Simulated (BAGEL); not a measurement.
# CH4GaNO (SMILES [NH2][GaH][CH]=O): PBE0/cc-pVDZ (density fitting with qzvpp-jkfit)

What is the energy change on altering one bond length of CH4GaNO at PBE0/cc-pVDZ (density fitting with qzvpp-jkfit)? 

The results are computed with BAGEL 1.2.2.

7 further runs of the same task are left out: 4 that didn't finish, 3 set aside as unsound or not needed.

### 1 Starting point

The species is CH4GaNO (8 atoms), meant as a singlet with charge 0. SMILES: `[NH2][GaH][CH]=O`. The shape comes from GFN2-xTB, which is rough for such elements, and wasn't checked as a minimum. This is one conformer, not always the lowest.

Bond lengths: N1–Ga2 1.808 Å, Ga2–C3 2.083 Å, C3–O4 1.204 Å, N1–H5 1.015 Å, N1–H6 1.013 Å, Ga2–H7 1.583 Å, C3–H8 1.114 Å. Angles: N1–Ga2–C3 115.5°, Ga2–C3–O4 115.2°, N1–Ga2–H7 118.8°, C3–Ga2–H7 125.8°, Ga2–N1–H5 123.1°, Ga2–N1–H6 127.9°, Ga2–C3–H8 125.5°, O4–C3–H8 119.2°, H5–N1–H6 109.0°.

### 2 A single-point energy at PBE0/cc-pVDZ (density fitting with qzvpp-jkfit)

The input, input.json:

```json
{ "bagel" : [

{
  "title" : "molecule",
  "basis" : "cc-pvdz.json",
  "df_basis" : "qzvpp-jkfit",
  "angstrom" : true,
  "geometry" : [
    { "atom" : "N", "xyz" : [      -0.714580,       1.331450,      -0.545830 ] },
    { "atom" : "Ga", "xyz" : [       0.687450,       0.334870,       0.011680 ] },
    { "atom" : "C", "xyz" : [       0.233970,      -1.623620,       0.557810 ] },
    { "atom" : "O", "xyz" : [      -0.927130,      -1.926780,       0.463820 ] },
    { "atom" : "H", "xyz" : [      -1.662100,       0.972600,      -0.601100 ] },
    { "atom" : "H", "xyz" : [      -0.710080,       2.298430,      -0.848980 ] },
    { "atom" : "H", "xyz" : [       2.125620,       0.995190,       0.044820 ] },
    { "atom" : "H", "xyz" : [       0.966850,      -2.382140,       0.917780 ] }
  ]
},

{ "title" : "ks", "xc_func" : "pbe0", "charge" : 0 },

{ "title" : "print", "file" : "orbitals.molden", "orbitals" : true }

]}
```

The basis set cc-pVDZ is read from a file made from the Basis Set Exchange's data (not shown).

The run is started by

```console
BAGEL_NUM_THREADS=1 BAGEL input.json > input.out
```

What it wrote:

```text
* using 1 threads per process

  ===============================================================
  ===============================================================

  *** Geometry ***

  { "atom" : "N", "xyz" : [     -1.350360,      2.516076,     -1.031469 ] },
  { "atom" : "Ga", "xyz" : [      1.299092,      0.632813,      0.022072 ] },
  { "atom" : "C", "xyz" : [      0.442139,     -3.068197,      1.054108 ] },
  { "atom" : "O", "xyz" : [     -1.752022,     -3.641087,      0.876493 ] },
  { "atom" : "H", "xyz" : [     -3.140914,      1.837948,     -1.135914 ] },
  { "atom" : "H", "xyz" : [     -1.341857,      4.343403,     -1.604340 ] },
  { "atom" : "H", "xyz" : [      4.016840,      1.880637,      0.084698 ] },
  { "atom" : "H", "xyz" : [      1.827082,     -4.501592,      1.734353 ] },

  Number of auxiliary basis functions:      567

  Since a DF basis is specified, we compute 2- and 3-index integrals:
    o Being stored without compression. Storage requirement is 0.036 GB

  Number of basis functions:       89
  Number of electrons      :       56

    * METHOD: MOLECULE                             0.33

  *** Kohn-Sham DFT ***

    * Removing 13860 points whose weight is below 1.00e-10
    * Grid points: 105388

  === Nuclear Repulsion ===
   244.2029083778

       - DIIS with orbital gradients will be used.

  === KS iteration (pbe0 / cc-pvdz.json) ===
      0      -2071.03514955          0.10223514           0.45
      1      -2003.32007391          0.19402739           0.44
      2      -2047.77058242          0.09842420           0.44
      3      -2046.07088720          0.11393401           0.43
      4      -2091.31852479          0.05684504           0.44
      5      -2083.85792840          0.09587631           0.44
      6      -2091.80583658          0.05219926           0.44
      7      -2091.59521255          0.05659313           0.44
      8      -2077.56490982          0.12273692           0.43
      9      -2094.75750506          0.01258407           0.44
     10      -2094.83152749          0.00527003           0.45
     11      -2094.84480993          0.00308240           0.44
     12      -2094.84951991          0.00168772           0.44
     13      -2094.85122200          0.00058196           0.45
     14      -2094.85141506          0.00020731           0.44
     15      -2094.85144323          0.00007348           0.44
     16      -2094.85144683          0.00000656           0.45
     17      -2094.85144686          0.00000122           0.45
     18      -2094.85144686          0.00000113           0.45
     19      -2094.85144686          0.00000023           0.46
     20      -2094.85144686          0.00000008           0.46
     21      -2094.85144686          0.00000005           0.44
     22      -2094.85144686          0.00000001           0.43
    * SCF iteration converged.

    * Permanent dipole moment:
           (   -0.235435,    -0.466311,     0.113503) a.u.

    * METHOD: KS                                  10.71

    * METHOD: PRINT                                0.01

  ===============================================================
```

It took 11 s on 1 thread of Arm Neoverse V2, shared host; peak memory 0.47 GiB.

### 3 The distorted shape, same level

The input, job.json:

```json
{ "bagel" : [

{
  "title" : "molecule",
  "basis" : "cc-pvdz.json",
  "df_basis" : "qzvpp-jkfit",
  "angstrom" : "true",
  "geometry" : [
    { "atom" : "N", "xyz" : [      -1.415566,       1.829719,      -0.824573 ] },
    { "atom" : "Ga", "xyz" : [       0.687450,       0.334870,       0.011680 ] },
    { "atom" : "C", "xyz" : [       0.233970,      -1.623620,       0.557810 ] },
    { "atom" : "O", "xyz" : [      -0.927130,      -1.926780,       0.463820 ] },
    { "atom" : "H", "xyz" : [      -2.363086,       1.470869,      -0.879843 ] },
    { "atom" : "H", "xyz" : [      -1.411066,       2.796699,      -1.127723 ] },
    { "atom" : "H", "xyz" : [       2.125620,       0.995190,       0.044820 ] },
    { "atom" : "H", "xyz" : [       0.966850,      -2.382140,       0.917780 ] }
  ]
},

{
  "title" : "ks",
  "xc_func" : "pbe0"
},

{
  "title" : "print",
  "file" : "orbitals.molden",
  "orbitals" : "true"
}

]}
```

The basis set cc-pVDZ is read from a file made from the Basis Set Exchange's data (not shown).

The run is started by

```console
BAGEL_NUM_THREADS=1 BAGEL job.json > job.out
```

What it wrote:

```text
* using 1 threads per process

  ===============================================================
  ===============================================================

  *** Geometry ***

  { "atom" : "N", "xyz" : [     -2.675032,      3.457668,     -1.558217 ] },
  { "atom" : "Ga", "xyz" : [      1.299092,      0.632813,      0.022072 ] },
  { "atom" : "C", "xyz" : [      0.442139,     -3.068197,      1.054108 ] },
  { "atom" : "O", "xyz" : [     -1.752022,     -3.641087,      0.876493 ] },
  { "atom" : "H", "xyz" : [     -4.465585,      2.779540,     -1.662662 ] },
  { "atom" : "H", "xyz" : [     -2.666528,      5.284995,     -2.131088 ] },
  { "atom" : "H", "xyz" : [      4.016840,      1.880637,      0.084698 ] },
  { "atom" : "H", "xyz" : [      1.827082,     -4.501592,      1.734353 ] },

  Number of auxiliary basis functions:      567

  Since a DF basis is specified, we compute 2- and 3-index integrals:
    o Being stored without compression. Storage requirement is 0.036 GB

  Number of basis functions:       89
  Number of electrons      :       56

    * METHOD: MOLECULE                             0.32

  *** Kohn-Sham DFT ***

    * Removing 12809 points whose weight is below 1.00e-10
    * Grid points: 106439

  === Nuclear Repulsion ===
   216.0182954783

       - DIIS with orbital gradients will be used.

  === KS iteration (pbe0 / cc-pvdz.json) ===
      0      -2059.54343776          0.08339587           0.46
      1      -1874.77190718          0.15652394           0.43
      2      -2005.08796006          0.10947168           0.43
      3      -2065.87440631          0.11305919           0.43
      4      -2089.82398083          0.05355318           0.44
      5      -2089.99398401          0.08349379           0.43
      6      -2092.67694871          0.05356379           0.43
      7      -2091.93830404          0.06443350           0.43
      8      -2093.11708285          0.04514978           0.43
      9      -2094.25677433          0.02107051           0.44
     10      -2093.14243193          0.03580177           0.44
     11      -2094.69181637          0.00630392           0.43
     12      -2094.71736078          0.00461974           0.43
     13      -2094.73017504          0.00177225           0.43
     14      -2094.72736028          0.00264541           0.43
     15      -2094.73210955          0.00053152           0.43
     16      -2094.73232485          0.00006457           0.44
     17      -2094.73232797          0.00001508           0.44
     18      -2094.73232820          0.00000405           0.44
     19      -2094.73232821          0.00000176           0.44
     20      -2094.73232821          0.00000067           0.45
     21      -2094.73232821          0.00000017           0.45
     22      -2094.73232821          0.00000014           0.44
     23      -2094.73232821          0.00000005           0.43
     24      -2094.73232821          0.00000003           0.44
     25      -2094.73232821          0.00000000           0.43
    * SCF iteration converged.

    * Permanent dipole moment:
           (   -1.092522,     0.379352,    -0.303133) a.u.

    * METHOD: KS                                  11.89

    * METHOD: PRINT                                0.01

  ===============================================================
```

Wall time 13 s (1 thread of Arm Neoverse V2, shared host); peak memory 0.48 GiB.

### 4 Summary of results

At PBE0/cc-pVDZ (density fitting with qzvpp-jkfit):

```
                                                          quantity           value
                                         first shape: total energy  -2094.85145 Eh
                                        first shape: dipole moment          1.36 D
                                          first shape: HOMO energy        -6.26 eV
                                          first shape: LUMO energy        -1.60 eV
                                        first shape: HOMO–LUMO gap         4.65 eV
                                     distorted shape: total energy  -2094.73233 Eh
                                    distorted shape: dipole moment          3.04 D
                                      distorted shape: HOMO energy        -5.15 eV
                                      distorted shape: LUMO energy        -2.65 eV
                                    distorted shape: HOMO–LUMO gap         2.50 eV
energy change with the N1–Ga2 bond stretched from 1.808 to 2.712 Å        3.241 eV
```

With the N1–Ga2 bond stretched from 1.808 to 2.712 Å the energy rises by 3.24 eV (75 kcal/mol). The first shape isn't relaxed at this level, so the change isn't measured from a minimum.
